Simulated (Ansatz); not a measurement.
Consider a convergence test of the k-point mesh of TlIO3, space group R3m (Ansatz 0.2.0, Python API).

`run_kconv.py`:
```python
"""Convergence of TlIO3 with the k-point mesh."""

import warnings

import ansatz as az
import pandas as pd

FUNCTIONAL = "pbesol"
SMEARING = "fixed"


def main() -> None:
    warnings.simplefilter("ignore", az.DeckWarning)

    system = (
        az.Lattice.from_parameters(4.504219, 4.504219, 4.504219, alpha=88.77707, beta=88.77707, gamma=88.77707)
        .atom("Tl", [0.008751, 0.008751, 0.008751])
        .atom("I", [0.501867, 0.501867, 0.501867])
        .atom("O", [0.903288, 0.461897, 0.461897])
        .atom("O", [0.461897, 0.903288, 0.461897])
        .atom("O", [0.461897, 0.461897, 0.903288])
    )

    job = system.calculation().functional(FUNCTIONAL).occupations(SMEARING).band_table()

    rows = []
    for value in [1.0, 0.6, 0.4, 0.3]:
        r = job.kpoints(spacing=value).run(threads=1, pin="off").report
        rows.append((value, r["free_energy_ev"] / len(r["lattice"]["sites"]), r["n_iterations"], r["gap_by_band_count_ev"], r["n_kpoints"]))

    table = pd.DataFrame(rows, columns=["spacing (1/A)", "F/atom (eV)", "iterations", "gap by band count (eV)", "k-points"])
    print(table.round(5).to_string(index=False))

    # differences from the last row
    for row in rows[:-1]:
        shift = 1000 * (row[1] - rows[-1][1])
        print(f"{row[0]}: {shift:+.2f} meV/atom" + ("  (within 2 meV)" if abs(shift) < 2 else ""))


if __name__ == "__main__":
    main()
```

From which mesh on is the energy per atom within 2 meV of the last row, and how does it get there?

From a spacing of 0.4 (4×4×4) on it stays within 2 meV an atom of the value at a spacing of 0.3 (5×5×5); the first row (a spacing of 1.0 (2×2×2)) is off by 80.3 meV and the last but one by 1.83 meV. That rests on few rows after larger swings, so the series isn't shown to be converged. It goes up and down, since the sum over k-points isn't variational.

What the script printed:

```console
$ python run_kconv.py
 spacing (1/A)  F/atom (eV)  iterations  gap by band count (eV)  k-points
           1.0  -4081.03920           7                 2.69358         4
           0.6  -4081.12861           7                 4.01745         6
           0.4  -4081.11769           7                 2.72247        13
           0.3  -4081.11952           7                 3.20627        19
1.0: +80.31 meV/atom
0.6: -9.10 meV/atom
0.4: +1.83 meV/atom  (within 2 meV)
```

Reading the output:
- Along an axis with an odd division the mesh misses the point at one half; a gap read on a finite mesh is an upper bound on this functional's gap.
- Spin-orbit coupling, left out here, can change this gap by several tenths of an eV, and inverted bands can meet off the mesh.
- This cell is a computed structure, which may not be the phase found in nature.
- Gaps and levels are Kohn-Sham values on a finite set of k-points, without spin-orbit coupling.
- Shifts are counted from the finest mesh, which is itself no proven limit.
- Hardware and time: 9.1 s on 1 thread of Intel(R) Xeon(R) Platinum 8488C (Sapphire Rapids), on a shared host, peak memory 0.46 GiB.

(Lines on the test bed's own set-up are left out of the output.)
